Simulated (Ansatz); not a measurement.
Runs of Ansatz 0.2.0 on B2O. The structure is trigonal, space group P-3m1 (No. 164). The conventional cell has a = 2.879 Å, b = 2.879 Å, c = 7.052 Å, α = 90.00°, β = 90.00°, γ = 120.00°. O (site symmetry 3m) has 4 B at 1.74 to 2.00 Å as nearest neighbours. B (site symmetry 3m) has 3 B at 1.69 Å as nearest neighbours. B (site symmetry 3m) is surrounded by 1 B at 1.69 Å and 3 O at 1.74 Å. 

| potentials or basis | cutoff (eV) | gap on the mesh (eV) | pressure (GPa) | largest force (eV/Å) |
| --- | --- | --- | --- | --- |
| Ansatz NC | 1240 | none | -18.9 | 0.18 |
| Ansatz PAW earlier set | 900 | none | -19.2 | 0.17 |
| PseudoDojo standard (PBE files) | 1143 | none | -19.1 | 0.20 |
| JTH PAW | 1380 | none | -19.3 | (a) |
| SPMS NC | 1034 | none | -19.3 | 0.20 |
| Ansatz PAW earlier set | 930 | none | -19.2 | 0.17 |
| Ansatz PAW | 420 | none | -19.1 | 0.17 |
| PseudoDojo stringent (PBE files) | 1252 | none | -19.1 | 0.20 |

Alike in all rows: task band structure; level PBE; no spin polarisation; cell as given; k mesh 11 × 11 × 4; smearing fermi-dirac 0.05 eV.

Task: Estimate the missing entries.

Result: (a) 0.14.

A k mesh can miss the band edges.

A gap of «none» marks a metal or a gap under the smearing width.

Not every run made on this cell is shown here.
